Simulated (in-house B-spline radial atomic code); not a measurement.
# Sm: excited configurations

Aim: the energies of several excited configurations of Sm above a reference configuration, each from its own self-consistent run.

Program: in-house B-spline radial atomic code version 1. Level of theory: scalar-relativistic (spin-free one-electron X2C) CAM-B3LYP, spin-polarised, spherical density, exact exchange averaged over the configuration, Fermi nucleus, basis-set limit. These are calculated values, not measurements, unless marked.

## Step 1: The atom as given

- element: samarium (Z = 62)
- charge: 0
- electrons: 62
- configuration: [Xe] 4f6 6s2
- Hamiltonian: scalar-relativistic (X2C)
- nucleus: Fermi, rms radius 5.082 fm

The outer shells:

[Xe] 4f6 6s2
```
[Xe] core
4f [↑ ][↑ ][↑ ][↑ ][↑ ][↑ ][  ]
6s [↑↓]
```

Where spins are not typed, each open shell is filled with up spins first.

Settings of the run:

```ini
Z = 62
electrons = 62.0
configuration = [Xe] 4f6 6s2
hamiltonian = x2c
method = camb3lyp
spin_polarised = True
nucleus = fermi
rms_radius = 5.0819
mass_number = 152
atomic_mass = 151.919738646
speed_of_light = 137.035999084
exact_exchange = averaged over the configuration
```

This reference run was done before. Its total energy is -10427.286768 hartree, and its levels are (the highest eight at most):

```csv
orbital,occupation,energy (eV),<r> (bohr)
4d down,5,-130.26,0.6726
5s up,1,-48.469,1.411
5s down,1,-45.772,1.434
5p up,3,-27.039,1.654
5p down,3,-24.985,1.695
4f up,6,-7.415,0.9745
6s up,1,-4.927,4.318
6s down,1,-4.725,4.424
```

## Step 2: Run with [Kr] 4d10 4f6 5s2 5p5 6s2 7f1

Settings of the run:

```ini
Z = 62
electrons = 62.0
configuration = [Kr] 4d10 4f6 5s2 5p5 6s2 7f1
hamiltonian = x2c
method = camb3lyp
spin_polarised = True
nucleus = fermi
rms_radius = 5.0819
mass_number = 152
atomic_mass = 151.919738646
speed_of_light = 137.035999084
exact_exchange = averaged over the configuration
```

Run with:

```bash
python run_scf.py task.json out
```

One command runs all members of the session, one after another, from task.json.

## Step 3: Run with [Xe] 4f5 6s2 6f1

Settings: those of step 2 with these lines changed.

```diff
@@ -2,3 +2,3 @@
 electrons = 62.0
-configuration = [Kr] 4d10 4f6 5s2 5p5 6s2 7f1
+configuration = [Xe] 4f5 6s2 6f1
 hamiltonian = x2c
```

## Step 4: Configuration [Kr] 4d10 4f6 5s2 5p5 6s2 7p1

Settings: those of step 3 with these lines changed.

```diff
@@ -2,3 +2,3 @@
 electrons = 62.0
-configuration = [Xe] 4f5 6s2 6f1
+configuration = [Kr] 4d10 4f6 5s2 5p5 6s2 7p1
 hamiltonian = x2c
```

## Step 5: Configuration [Kr] 4d9 4f6 5s2 5p6 6s2 7p1

Settings: those of step 4 with these lines changed.

```diff
@@ -2,3 +2,3 @@
 electrons = 62.0
-configuration = [Kr] 4d10 4f6 5s2 5p5 6s2 7p1
+configuration = [Kr] 4d9 4f6 5s2 5p6 6s2 7p1
 hamiltonian = x2c
```

## Step 6: [Xe] 4f6 5f1 6s1

Settings: those of step 5 with these lines changed.

```diff
@@ -2,3 +2,3 @@
 electrons = 62.0
-configuration = [Kr] 4d9 4f6 5s2 5p6 6s2 7p1
+configuration = [Xe] 4f6 5f1 6s1
 hamiltonian = x2c
```

## Step 7: Run with [Kr] 4d9 4f6 5s2 5p6 6s2 6d1

Settings: those of step 6 with these lines changed.

```diff
@@ -2,3 +2,3 @@
 electrons = 62.0
-configuration = [Xe] 4f6 5f1 6s1
+configuration = [Kr] 4d9 4f6 5s2 5p6 6s2 6d1
 hamiltonian = x2c
```

Before running: How far above the reference does each configuration lie (order and size, in eV)?

The runs gave:

| net move | configuration | 2|M_S|+1 | energy above the reference (eV) | largest <r> (bohr) |
| --- | --- | --- | --- | --- |
| 6s → 5f | [Xe] 4f6 5f1 6s1 | 9 | 4.682 | 17.3 |
| 4f → 6f | [Xe] 4f5 6s2 6f1 | 7 | 9.216 | 28.8 |
| 5p → 7p | [Kr] 4d10 4f6 5s2 5p5 6s2 7p1 | 9 | 25.040 | 12.7 |
| 5p → 7f | [Kr] 4d10 4f6 5s2 5p5 6s2 7f1 | 9 | 26.187 | 43.0 |
| 4d → 7p | [Kr] 4d9 4f6 5s2 5p6 6s2 7p1 | 9 | 131.05 | 12.7 |
| 4d → 6d | [Kr] 4d9 4f6 5s2 5p6 6s2 6d1 | 9 | 131.11 | 10.8 |

What this shows: At the bottom stands 6s → 5f (4.682 eV), at the top 4d → 6d (131.11 eV). 5 of them lie more than 60 % above minus the reference's highest level (4.725 eV), in the range where a state can decay by emitting an electron. Two partly filled shells share a symmetry and can mix in the average, which may lower the energy, for: 6s → 5f; 4f → 6f; 5p → 7f. The reference has 2|M_S|+1 = 7; 5 of the configurations differ from it in spin. These are spherical averages at the typed spins, not spectroscopic levels.
